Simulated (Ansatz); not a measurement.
# HfC: the cost of one run

All numbers are computed with the Python package of Ansatz 0.2.0. Level of theory: DFT PBEsol, plane waves, PAW.

**1. The structure**

It takes space group P6_3/mmc (No. 194, hexagonal). Conventional cell: a = 3.343 Å, b = 3.343 Å, c = 5.203 Å, α = 90.00°, β = 90.00°, γ = 120.00°. Hf (site symmetry -6m2) is surrounded by 6 C at 2.33 Å. Around C (site symmetry -3m) lie 6 Hf at 2.33 Å.

Input file POSCAR_hfc:

```text
HfC
1.0
   3.34286605    0.00000000    0.00000000
  -1.67143303    2.89500692    0.00000000
   0.00000000    0.00000000    5.20271400
Hf C
2 2
Direct
   0.66666667    0.33333333    0.75000000
   0.33333333    0.66666667    0.25000000
   0.00000000    0.00000000    0.00000000
   0.00000000    0.00000000    0.50000000
```

**2. The code**

Contents of hfc_compress.py:

```python
# -*- coding: utf-8 -*-
import warnings

import ansatz as az
from ase.io import read
import numpy as np
import pandas as pd

def edges_and_angles(cell):
    cell = np.asarray(cell)
    a, b, c = np.linalg.norm(cell, axis=1)
    cosines = cell[1] @ cell[2] / (b * c), cell[0] @ cell[2] / (a * c), cell[0] @ cell[1] / (a * b)
    return (a, b, c, *np.degrees(np.arccos(cosines)))

warnings.simplefilter('ignore', az.DeckWarning)

atoms = read('POSCAR_hfc', format='vasp')
hfc = az.Crystal.from_ase(atoms)

setup = hfc.calculation()
setup = setup.functional('PBEsol')
setup = setup.kpoints(spacing=0.29).occupations('fermi_dirac', width=0.1)

rows = []
for pressure in [0, 5, 10, 20]:
    out = setup.relax(cell=True, pressure=pressure, force_tolerance=0.03, max_steps=60).run(threads=1)
    cell = out.lattice.cell_ang
    n_atoms = len(out.lattice.sites)
    volume = abs(np.linalg.det(cell)) / n_atoms
    enthalpy = out.report['free_energy_ev'] / n_atoms + pressure * volume / 160.21766
    rows.append((pressure, volume, enthalpy, *edges_and_angles(cell)))
    print(f'{pressure} GPa done: {volume:.4f} A^3/atom')

table = pd.DataFrame(rows, columns=['P_GPa', 'V_A3_atom', 'H_eV_atom', 'a', 'b', 'c', 'alpha', 'beta', 'gamma'])
print(table.round(4).to_string(index=False))
p, v = np.array([row[0] for row in rows], float), np.array([row[1] for row in rows])
print('mean bulk modulus between rows (GPa):', np.round(-np.diff(p) / np.diff(np.log(v)), 1))
```

**3. The input behind the calls**

The package turns the script's settings into the engine's input (first run):

```yaml
crystal:
  lattice:
    - [3.34286605, 0.0, 0.0]
    - [-1.67143303, 2.89500692, 0.0]
    - [0.0, 0.0, 5.202714]
  atoms:
    - { symbol: Hf, position: [0.66666667, 0.33333333, 0.75] }
    - { symbol: Hf, position: [0.3333333299999999, 0.66666667, 0.25] }
    - { symbol: C, position: [0.0, 0.0, 0.0] }
    - { symbol: C, position: [0.0, 0.0, 0.5] }
kpoints:
  mp_grid:
    kspacing: 0.29
hamiltonian:
  xc: pbesol
scf:
  occupations:
    method: fermi_dirac
    width: 0.1
relax:
  f_tol: 0.03
  max_steps: 60
  cell:
    p_target: 0.0
```

**4. The run**

On the command line:

```console
$ python hfc_compress.py
```

What time and memory should one allow on 1 thread of Arm Neoverse V2, shared host?

About 80 s, with a peak of 0.52 GiB.
